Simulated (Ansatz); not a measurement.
A nudged elastic band was laid between two geometries of a periodic cell of 17 atoms, Be₁₆H (host Be, host structure hcp, interstitial H).

All numbers below come from DFT PBEsol, scalar-relativistic, plane waves, PAW in Ansatz. Settings: cutoff 420 eV, k mesh 4x4x3, fermi-dirac smearing 0.15 eV, no spin polarisation.

* movable images: 5
* climbing image: yes
* spring: 10.0 eV/Å²
* optimiser: quadratic models (default)
* start path: straight line
* force threshold: 0.05 eV/Å
* iteration limit: 58
* end points: relaxed

Image 0:

```xyz
17
Lattice="-2.2900 -3.9664 0.0000 3.4350 -1.9832 0.0000 0.0000 0.0000 7.1769" Properties=species:S:1:pos:R:3
Be -0.002 -3.966 0.014
Be -0.001 -2.642 1.768
Be -0.003 -4.081 3.595
Be -0.004 -2.641 5.418
Be -1.155 -1.976 0.018
Be 2.292 -2.642 1.813
Be -1.263 -1.914 3.601
Be 2.293 -2.636 5.410
Be 1.145 -1.980 0.014
Be 1.147 -0.661 1.802
Be 1.244 -1.922 3.595
Be 1.147 -0.661 5.414
Be 0.003 0.000 0.023
Be 1.146 -4.628 1.813
Be 0.041 -0.022 3.612
Be 1.141 -4.633 5.410
H -0.010 -2.638 3.786
```

Image 6:

Only the atoms that move by more than 0.05 Å are listed.
```
Be3 0.003 -3.970 3.556
Be4 0.003 -2.531 5.378
Be7 -1.142 -1.979 3.564
Be8 2.250 -2.623 5.361
Be11 1.142 -1.983 3.560
Be12 1.047 -0.723 5.378
Be15 -0.004 -0.008 3.564
Be16 1.263 -4.698 5.372
H17 0.010 -3.973 5.184
```

(1) Which bonds break or form, and what moves?

(2) Give the energies along the band, and the barrier.

(3) What is the geometry of the highest image?

## Answers

(1) Contacts lost: Be7–H17, Be11–H17. Contacts made: Be12–H17, Be16–H17. The atom that moves furthest is H17, by 1.93 Å.

(2) The run converged. The highest image is number 4 of 0 to 6, 0.34 eV above the ends, which have the same energy within 2 meV. The profile has 2 maxima (images 2, 4) with wells between them (image 3): this band takes more than one step, which may be the mechanism or a detour left from its start path. By the program's own check the climbing image is of a kind that is not told: the force calls were inconclusive, a negative curvature could not be distinguished from the path's own, the only one lies far off the path, or fixed occupations may fill a level only in part (lowest curvatures found: -2.11 and 2.45 eV/Å²). Limits of this set-up: coarse k mesh, odd electron count without spin.

```csv
image,path coordinate (Å),energy (eV),Be7–H17 (Å),Be11–H17 (Å),Be12–H17 (Å)
0,0.00,0.00,1.46,1.46,2.81
1,0.53,0.27,1.80,1.40,2.66
2,1.06,0.28,1.87,1.45,2.69
3,1.59,0.18,1.75,1.83,2.62
4,2.11,0.34,2.16,2.19,2.11
5,2.50,0.17,2.48,2.49,1.69
6,2.89,0.00,2.80,2.81,1.46
```

(3) 
```xyz
17
Lattice="-2.2900 -3.9664 0.0000 3.4350 -1.9832 0.0000 0.0000 0.0000 7.1769" Properties=species:S:1:pos:R:3
Be -0.038 -3.968 0.021
Be -0.028 -2.636 1.784
Be -0.074 -3.975 3.505
Be -0.080 -2.525 5.421
Be -1.189 -1.967 0.013
Be 2.256 -2.634 1.779
Be -1.144 -1.964 3.554
Be 2.251 -2.590 5.385
Be 1.111 -1.971 0.003
Be 1.092 -0.659 1.760
Be 1.138 -1.938 3.549
Be 1.070 -0.705 5.379
Be -0.031 -0.007 0.001
Be 1.113 -4.631 1.794
Be -0.021 -0.012 3.574
Be 1.200 -4.727 5.424
H 0.530 -3.653 4.773
```

Run time: 13 min on 1 thread of Intel(R) Xeon(R) Platinum 8488C (Sapphire Rapids), on a shared host, peak memory 0.69 GiB.
